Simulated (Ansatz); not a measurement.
What does this script print? It uses Ansatz 0.2.0, Python API.

Script `run_bands.py`:
```python
"""Band structure of La3GaBr3."""

import ansatz as az
import numpy as np


def main() -> None:
    vectors = np.array([
        [6.075, 0.0, 0.0],
        [0.0, 6.075, 0.0],
        [0.0, 0.0, 6.075],
    ])
    crystal = (
        az.Lattice.of(vectors)
        .atom("La", (0.5, 0.5, 0.0))
        .atom("La", (0.0, 0.5, 0.5))
        .atom("La", (0.5, 0.0, 0.5))
        .atom("Ga", (0.5, 0.5, 0.5))
        .atom("Br", (0.5, 0.0, 0.0))
        .atom("Br", (0.0, 0.5, 0.0))
        .atom("Br", (0.0, 0.0, 0.5))
    )

    # vertices of the path, as fractions of the reciprocal vectors
    path = [
        ("G", (0.0, 0.0, 0.0)),
        ("X", (0.0, 0.5, 0.0)),
        ("M", (0.5, 0.5, 0.0)),
        ("G", (0.0, 0.0, 0.0)),
        ("R", (0.5, 0.5, 0.5)),
    ]
    setup = (
        crystal.calculation()
        .functional("PBEsol")
        .basis(450)
        .kpoints(4, 4, 4)
        .occupations("gaussian", width=100 * az.meV)
        .band_structure([point for _, point in path], intervals=4)
        .scf(extra_bands=10)
        .band_table()
    )
    out = setup.run()
    summary = out.report

    n_atoms = len(summary["lattice"]["sites"])
    print("F =", round(summary["free_energy_ev"], 4), "eV for", n_atoms, "atoms")
    print("E(sigma -> 0) =", round(summary["energy_sigma0_ev"], 4), "eV, TS =", round(summary["entropy_ts_ev"], 5), "eV")
    print("closed by", summary["closed_by"], "after", summary["n_iterations"], "iterations")

    table = np.array(summary["eigenvalues_ev"]) - summary["fermi_energy_ev"]
    filling = np.array(summary["occupations"])
    weights = np.tile(summary["kweights"], len(table) // len(summary["kweights"]))
    print("band   lowest  highest (eV from E_F)  electrons")
    for band in range(table.shape[1]):
        if table[:, band].max() > -8:
            print(f"{band + 1:4d} {table[:, band].min():8.3f} {table[:, band].max():8.3f} {weights @ filling[:, band]:18.4f}")
    print("electrons counted from the table:", round(float(weights @ filling.sum(axis=1)), 5))

    bands = out.band_structure()
    fermi = bands.fermi_energy_ev
    print(f"zero of the bands: {fermi:.3f} eV, the Fermi level found on the SCF mesh")
    for spin, channel in enumerate(bands.channels):
        levels = channel.eigenvalues_ev - fermi
        crossing = [b for b in range(levels.shape[1]) if levels[:, b].min() < 0 < levels[:, b].max()]
        print(f"channel {spin}: bands that cross the Fermi level on this path:", [b + 1 for b in crossing] or "none")
        shown = crossing or sorted(np.argsort(np.abs(levels).min(axis=0))[:2])
        for k, row in zip(bands.kpoints_frac, levels[:, shown]):
            print(f"{k[0]:7.3f} {k[1]:7.3f} {k[2]:7.3f}  ", " ".join(f"{e:8.3f}" for e in row))


if __name__ == "__main__":
    main()
```

Output of `python run_bands.py`:
```text
F = -30446.3239 eV for 7 atoms
E(sigma -> 0) = -30446.3167 eV, TS = 0.0144 eV
closed by deck_thresholds after 7 iterations
band   lowest  highest (eV from E_F)  electrons
  21   -6.549   -6.129             2.0000
  22   -6.549   -5.495             2.0000
  23   -6.549   -5.495             2.0000
  24   -6.383   -5.495             2.0000
  25   -6.221   -5.117             2.0000
  26   -6.221   -5.117             2.0000
  27   -6.221   -5.117             2.0000
  28   -5.494   -4.710             2.0000
  29   -5.235   -4.710             2.0000
  30   -5.020   -4.616             2.0000
  31   -1.924   -1.038             2.0000
  32   -1.924   -0.869             2.0000
  33   -1.924   -0.615             2.0000
  34   -0.615    0.779             0.9722
  35    0.094    0.779             0.0278
  36    0.339    0.779             0.0000
  37    0.448    0.938             0.0000
  38    0.863    1.050             0.0000
  39    0.893    1.050             0.0000
  40    0.893    1.102             0.0000
  41    0.983    1.114             0.0000
  42    1.046    1.164             0.0000
  43    1.046    1.164             0.0000
  44    1.057    1.164             0.0000
electrons counted from the table: 67.0
zero of the bands: 8.894 eV, the Fermi level found on the SCF mesh
channel 0: bands that cross the Fermi level on this path: [34, 35]
  0.000   0.000   0.000      0.339    0.339
  0.000   0.125   0.000      0.034    0.330
  0.000   0.250   0.000     -0.607    0.345
  0.000   0.375   0.000     -0.687    0.217
  0.000   0.500   0.000     -0.615    0.117
  0.125   0.500   0.000     -0.420    0.208
  0.250   0.500   0.000     -0.055    0.427
  0.375   0.500   0.000      0.354    0.605
  0.500   0.500   0.000      0.643    0.643
  0.375   0.375   0.000      0.157    0.593
  0.250   0.250   0.000     -0.494    0.258
  0.125   0.125   0.000     -0.056    0.160
  0.000   0.000   0.000      0.339    0.339
  0.125   0.125   0.125     -0.021   -0.021
  0.250   0.250   0.250      0.094    0.094
  0.375   0.375   0.375      0.713    0.713
  0.500   0.500   0.500      0.779    0.779
```

Notes:
- Total energies depend on the potentials; only differences at equal settings carry meaning. A total without «per atom» is that of the cell as typed.
- The cell holds an odd number of electrons and is run without spin, so a magnetic state may lie lower.
- The computed bands are complete only to about 1.1 eV above the Fermi level.
- For a metal this k-point mesh is coarse: on a finer one energies can move by several to tens of meV an atom and pressures by half a GPa or more, differences at one mesh by less.
- The structure is a deposited one; some such entries were measured under pressure or heat, so a shift against it needn't be the functional's error alone.
- Levels are Kohn-Sham eigenvalues on this mesh, without spin-orbit coupling.
- The whole script took 12 s on 1 thread of Arm Neoverse V2, with other jobs on the host, peak memory 0.55 GiB.

(Lines on the test bed's own set-up are left out of the output.)
